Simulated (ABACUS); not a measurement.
# CoPdO2 (R-3m) in ABACUS: reference runs

Aim: a first look at CoPdO2 with PBEsol, on the cell as given.

Everything below comes from runs of ABACUS 3.10.1. Logs are shortened: lines on timing, memory, paths and dates and some standing lists are left out, and cuts for length are marked.

## (1) The crystal as given

It takes space group R-3m (No. 166, trigonal). Conventional cell: a = 2.863 Å, b = 2.863 Å, c = 17.873 Å, α = 90.00°, β = 90.00°, γ = 120.00°. Pd (site symmetry -3m) has 2 O at 2.01 Å as nearest neighbours. Around Co (site symmetry -3m) lie 6 O at 1.92 Å. O (site symmetry 3m) has 3 Co at 1.92 Å and 1 Pd at 2.01 Å as nearest neighbours.

The cell is a database's computed one.

## (2) Single point, PBEsol, collinear spin, ferromagnetic start

INPUT reads:

```
INPUT_PARAMETERS
suffix              CoPdO2
calculation         scf
basis_type          pw
pseudo_dir          ./
symmetry            1
dft_functional      pbesol
ecutwfc             97
pseudo_rcut         7
nspin               2
nbands              30
ks_solver           dav
smearing_method     fd
smearing_sigma      0.00367493
scf_thr             1e-08
scf_nmax            100
mixing_type         broyden
mixing_beta         0.4
cal_force           1
cal_stress          1
kpar                4
```

STRU reads:

```
ATOMIC_SPECIES
Pd 106.4200 Pd.upf
Co 58.9332 Co.upf
O 15.9990 O.upf

LATTICE_CONSTANT
1.8897261246

LATTICE_VECTORS
1.4316899074 0.8265865534 5.9577715763
-1.4316899074 0.8265865534 5.9577715763
0.0000000000 -1.6531731068 5.9577715763

ATOMIC_POSITIONS
Direct

Pd
0.0
1
0.0000000000 0.0000000000 0.0000000000 1 1 1 mag 0

Co
0.0
1
0.5000000000 0.5000000000 0.5000000000 1 1 1 mag 2

O
0.0
2
0.1124760000 0.1124760000 0.1124760000 1 1 1 mag 0
0.8875240000 0.8875240000 0.8875240000 1 1 1 mag 0
```

KPT reads:

```
K_POINTS
0
Gamma
11 11 11 0 0 0
```

Potentials or basis: PseudoDojo NC SR 0.4.1 PBEsol standard, plane waves.

Run with:

```bash
$ OMP_NUM_THREADS=1 mpirun -np 4 abacus > log
```

running log:

```text
ABACUS v3.10.1

               Atomic-orbital Based Ab-initio Computation at UStc

 ------------------------------------------------------------------------------------

 READING GENERAL INFORMATION
                           global_out_dir = OUT.CoPdO2/
                           global_in_card = INPUT
                               pseudo_dir = ./
                              orbital_dir =
                                    DSIZE = 4
                                    GSIZE = 1

 READING UNITCELL INFORMATION
                                    ntype = 3
                  lattice constant (Bohr) = 1.88973
              lattice constant (Angstrom) = 1

 READING ATOM TYPE 1
                               atom label = Pd
                      L=0, number of zeta = 1
                      L=1, number of zeta = 1
                      L=2, number of zeta = 1
             number of atom for this type = 1
               magnetization of element 1 = 0

 READING ATOM TYPE 2
                               atom label = Co
                      L=0, number of zeta = 1
                      L=1, number of zeta = 1
                      L=2, number of zeta = 1
             number of atom for this type = 1
               magnetization of element 2 = 2

 READING ATOM TYPE 3
                               atom label = O
                      L=0, number of zeta = 1
                      L=1, number of zeta = 1
                      L=2, number of zeta = 1
             number of atom for this type = 2
               magnetization of element 3 = 0

                        TOTAL ATOM NUMBER = 4
DIRECT COORDINATES
    atom                   x                   y                   z     mag                  vx                  vy                  vz
taud_Pd1            0.0000000000        0.0000000000        0.0000000000  0.0000        0.0000000000        0.0000000000        0.0000000000
taud_Co1            0.5000000000        0.5000000000        0.5000000000  2.0000        0.0000000000        0.0000000000        0.0000000000
taud_O1            0.1124760000        0.1124760000        0.1124760000  0.0000        0.0000000000        0.0000000000        0.0000000000
taud_O2            0.8875240000        0.8875240000        0.8875240000  0.0000        0.0000000000        0.0000000000        0.0000000000

                          Volume (Bohr^3) = 285.476
                             Volume (A^3) = 42.3031

 Lattice vectors: (Cartesian coordinate: in unit of a_0)
             +1.43169           +0.826587            +5.95777
             -1.43169           +0.826587            +5.95777
                   +0            -1.65317            +5.95777
 Reciprocal vectors: (Cartesian coordinate: in unit of 2 pi/a_0)
            +0.349238           +0.201632          +0.0559493
            -0.349238           +0.201632          +0.0559493
                   +0           -0.403265          +0.0559493
 The esolver type has been set to : ksdft_pw

                PAO radial cut off (Bohr) = 7

 Read in pseudopotential file is Pd.upf
                     pseudopotential type = NC
          exchange-correlation functional = PBESOL
                 nonlocal core correction = 1
                        valence electrons = 18
                                     lmax = 2
                           number of zeta = 3
                     number of projectors = 6
                           L of projector = 0
[... 5 lines left out ...]
                PAO radial cut off (Bohr) = 7

 Read in pseudopotential file is Co.upf
                     pseudopotential type = NC
          exchange-correlation functional = PBESOL
                 nonlocal core correction = 1
                        valence electrons = 17
                                     lmax = 2
                           number of zeta = 4
                     number of projectors = 6
                           L of projector = 0
[... 5 lines left out ...]
                PAO radial cut off (Bohr) = 7

 Read in pseudopotential file is O.upf
                     pseudopotential type = NC
          exchange-correlation functional = PBESOL
                 nonlocal core correction = 1
                        valence electrons = 6
                                     lmax = 2
                           number of zeta = 2
                     number of projectors = 5
                           L of projector = 0
                           L of projector = 0
                           L of projector = 1
                           L of projector = 1
                           L of projector = 2
     initial pseudo atomic orbital number = 27
 The readin total magnetization is 2

 SETUP THE ELECTRONS NUMBER
            electron number of element Pd = 18
      total electron number of element Pd = 18
            electron number of element Co = 17
      total electron number of element Co = 17
             electron number of element O = 6
       total electron number of element O = 12
            AUTOSET number of electrons:  = 47
                           occupied bands = 24
                                   NBANDS = 30
[... 78 lines left out ...]
                                       C6 = 0
                                       S1 = 3
                                       S3 = 0
                                       S4 = 0
                                       S6 = 2
               POINT GROUP IN SPACE GROUP = D_3d

 SETUP K-POINTS
                                    nspin = 2
                   Input type of k points = Monkhorst-Pack(Gamma)
                                   nkstot = 1331
                       right hand lattice = 1
(for reciprocal lattice: )
                             BRAVAIS TYPE = 7
                     BRAVAIS LATTICE NAME = 07. Rhombohedral (Trigonal) cell
                                    ibrav = 7
                       right hand lattice = 1
(for k-lattice: )
                             BRAVAIS TYPE = 7
                     BRAVAIS LATTICE NAME = 07. Rhombohedral (Trigonal) cell
                                    ibrav = 7
                       right hand lattice = 1
                        ROTATION MATRICES = 12
                               nkstot_ibz = 146
K-POINTS REDUCTION ACCORDING TO SYMMETRY
     IBZ    DIRECT_X    DIRECT_Y    DIRECT_Z  WEIGHT  ibz2bz
       1  0.00000000  0.00000000  0.00000000  0.0008       0
       2  0.09090909  0.00000000  0.00000000  0.0045       1
       3  0.18181818  0.00000000  0.00000000  0.0045       2
       4  0.27272727  0.00000000  0.00000000  0.0045       3
       5  0.36363636  0.00000000  0.00000000  0.0045       4
       6  0.45454545  0.00000000  0.00000000  0.0045       5
[... 22 lines left out ...]
      29 -0.27272727  0.36363636  0.00000000  0.0090      40
      30 -0.27272727  0.27272727  0.00000000  0.0045      41
[... 116 further k points ...]

                               nkstot now = 146
[... K-POINTS DIRECT COORDINATES: 146 rows ...]

           k-point number in this process = 37
       minimum distributed K point number = 36
[... stars of the k points ...]
                             nks(nspin=2) = 74
                          nkstot(nspin=2) = 292

[... K-POINTS CARTESIAN COORDINATES: 74 rows ...]

[... K-POINTS DIRECT COORDINATES: 74 rows ...]

 SETUP PLANE WAVES FOR WAVE FUNCTIONS
     energy cutoff for wavefunc (unit:Ry) = 97
              fft grid for wave functions = [ 75, 75, 75 ]
                    number of plane waves = 6309
                         number of sticks = 591

 PARALLEL PW FOR WAVE FUNCTIONS
     PROC   COLUMNS(POT)             PW
        1            591           6309
 --------------- sum -------------------
        1            591           6309

 SETUP NONLOCAL PSEUDOPOTENTIALS IN PLANE WAVE BASIS
 Pd non-local projectors:
 projector 1 L=0
 projector 2 L=0
 projector 3 L=1
 projector 4 L=1
 projector 5 L=2
 projector 6 L=2
 Co non-local projectors:
 projector 1 L=0
 projector 2 L=0
 projector 3 L=1
 projector 4 L=1
 projector 5 L=2
 projector 6 L=2
 O non-local projectors:
 projector 1 L=0
 projector 2 L=0
 projector 3 L=1
 projector 4 L=1
 projector 5 L=2
      TOTAL NUMBER OF NONLOCAL PROJECTORS = 62

 Init Non-Local PseudoPotential table :
 Init Non-Local-Pseudopotential done.

                                     npwx = 4655

 Make real space PAO into reciprocal space.
       max mesh points in Pseudopotential = 701
     dq(describe PAO in reciprocal space) = 0.01
                                    max q = 1186

 number of pseudo atomic orbitals for Pd is 3
WARNING: norm of atomic wavefunction # 3 of atomic type Pd is 0.999738, renormalized

 number of pseudo atomic orbitals for Co is 4
WARNING: norm of atomic wavefunction # 3 of atomic type Co is 0.999987, renormalized
WARNING: norm of atomic wavefunction # 4 of atomic type Co is 0.99734, renormalized

 number of pseudo atomic orbitals for O is 2
WARNING: norm of atomic wavefunction # 2 of atomic type O is 0.999978, renormalized

 -------------------------------------------
 SELF-CONSISTENT
 -------------------------------------------

                                 init_chg = atomic

 PW ALGORITHM --------------- ION=   1  ELEC=   1--------------------------------

          total magnetism (Bohr mag/cell) = 0.0643013
       absolute magnetism (Bohr mag/cell) = 0.185625
                        nelec for spin up = 23.5322
                      nelec for spin down = 23.4678
[... 257 lines left out ...]
 Density error is 3.68173297543e-09
                          Error Threshold = 6.63729177462e-11
----------------------------------------------------------
     Energy           Rydberg                 eV
----------------------------------------------------------
 E_KohnSham     -641.2520974467      -8724.6823797270
 E_KS(sigma->0) -641.2519711499      -8724.6806613701
 E_Harris       -641.2525052726      -8724.6879284830
 E_band         -37.7944561811       -514.2199568745
 E_one_elec     -282.1435017990      -3838.7592781403
 E_Hartree      169.7286934647       2309.2773452150
 E_xc           -112.8618337373      -1535.5640255566
 E_Ewald        -415.9752027813      -5659.6329845312
 E_entropy(-TS) -0.0002525937        -0.0034367138
 E_descf        0.0000000000         0.0000000000
 E_exx          0.0000000000         0.0000000000
 E_Fermi        1.0380801505         14.1238050275
----------------------------------------------------------

 charge density convergence is achieved
 final etot is -8724.6823797 eV
 EFERMI = 14.123805028 eV

 STATE ENERGY(eV) AND OCCUPATIONS    NSPIN == 2
SPIN UP :
 1/37 kpoint (Cartesian) = 0.0000 0.0000 0.0000 (4655 pws)
       1       -80.9315    0.000751315
       2       -70.1031    0.000751315
       3       -44.3511    0.000751315
       4       -44.3511    0.000751315
       5       -44.2993    0.000751315
       6       -36.2411    0.000751315
[... 182 lines left out ...]
      29        24.6128        0.00000
      30        26.9357        0.00000

[... levels at 68 further k points ...]

------------------------------------------------------------------------------------------
 TOTAL-FORCE (eV/Angstrom)
------------------------------------------------------------------------------------------
                       Pd1         0.0000000000         0.0000000000         0.0000000000
                       Co1         0.0000000000         0.0000000000         0.0000000000
                        O1         0.0000000000         0.0000000000         0.2804052298
                        O2         0.0000000000         0.0000000000        -0.2804052298
------------------------------------------------------------------------------------------

----------------------------------------------------------------
 TOTAL-STRESS (KBAR)
----------------------------------------------------------------
      -105.0974057990        -0.0000000000         0.0000000000
         0.0000000000      -105.0974058075        -0.0000000000
        -0.0000000000        -0.0000000000      -122.5921467734
----------------------------------------------------------------
 TOTAL-PRESSURE: -110.928986 KBAR

 --------------------------------------------
 !FINAL_ETOT_IS -8724.6823797269826173 eV
 --------------------------------------------
```

Run time: 11 min. Hardware: 4 MPI ranks of Intel Xeon 6975P-C (Granite Rapids), shared host; peak memory 1.6 GiB.

Results:

- Free energy: -8724.6824 eV
- Pressure: -11.1 GPa
- Largest force: 0.280 eV/Å
- Band gap on the k mesh: none (metal or under the smearing width)
- Net moment: 0.00 μB per cell
- Absolute moment: 0.00 μB per cell

Forces on the atoms (eV/Å):
```
Pd   0.000  0.000  0.000
Co   0.000  0.000  0.000
O    0.000  0.000  0.280
O    0.000  0.000 -0.280
```

Caveat: the starting moments collapsed, and a magnetic state may lie lower; this set's palladium file may shift the pressure by some GPa; semilocal functionals often make such compounds metallic where correlation or magnetic order opens a gap, which also shifts bond lengths. With open d or f shells a metallic result of PBEsol can be an artefact of self-interaction; +U or a hybrid may open a gap.
